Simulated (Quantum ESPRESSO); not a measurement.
Set up this calculation in Quantum ESPRESSO 7.5, as the native input.

```yaml
Task: relaxation of the atoms
Functional: PBE
Potentials_or_basis: PseudoDojo 0.4.1 SR PBE standard
Cutoff: 1361 eV
Density_cutoff: 5442 eV
k_mesh: 8 × 8 × 8
Occupations: gaussian, width 0.01 eV
Spin: no spin polarisation
Mixing_beta: 0.5
Most_SCF_iterations: 120
SCF_threshold: 4e-10 Ry
Most_ionic_steps: 40
Forc_conv_thr: 0.0001 Ry/bohr
Etot_conv_thr: 1e-05 Ry
Tstress: yes
Ion_dynamics: bfgs
```

Crystal: GaP.

```xyz
2
Lattice="0.0000 2.7542 2.7542 2.7817 0.0000 2.7542 2.7817 2.7542 0.0000" Properties=species:S:1:pos:R:3 pbc="T T T"
Ga    0.0000    0.0000    0.0000
P     1.3909    1.3771    1.3771
```

The cell was built by a generator and isn't the measured one.

The input as run:

pw.in

```
&CONTROL
  calculation = 'relax'
  prefix = 'pwscf'
  outdir = './tmp'
  pseudo_dir = './pseudo'
  tprnfor = .true.
  tstress = .true.
  disk_io = 'low'
  nstep = 40
  forc_conv_thr = 0.0001
  etot_conv_thr = 1d-05
/
&SYSTEM
  ibrav = 0
  nat = 2
  ntyp = 2
  ecutwfc = 100
  nbnd = 15
  occupations = 'smearing'
  smearing = 'gaussian'
  degauss = 0.00073499
/
&ELECTRONS
  conv_thr = 4d-10
  electron_maxstep = 120
  mixing_beta = 0.5
/
&IONS
  ion_dynamics = 'bfgs'
/
ATOMIC_SPECIES
Ga    69.7230 Ga.upf
P     30.9738 P.upf
CELL_PARAMETERS angstrom
   0.0000000000    2.7542000000    2.7542000000
   2.7817420000    0.0000000000    2.7542000000
   2.7817420000    2.7542000000    0.0000000000
ATOMIC_POSITIONS crystal
Ga     0.0000000000    0.0000000000    0.0000000000
P      0.2500000000    0.2500000000    0.2500000000
K_POINTS automatic
8 8 8 0 0 0
```

Potentials or basis: PseudoDojo 0.4.1 SR PBE standard.

Run with:

```bash
$ OMP_NUM_THREADS=1 pw.x -in pw.in > pw.out
```

It gave:

The pressure after relaxing is -0.8 GPa and the band gap on the k mesh is 1.46 eV, direct.

Caveat: the relaxation stopped at its first step, so nothing moved.

Wall time 55 s on 1 thread of AMD EPYC 7R43 64-Core Processor (Zen 3) (shared host), peak memory 0.12 GiB.
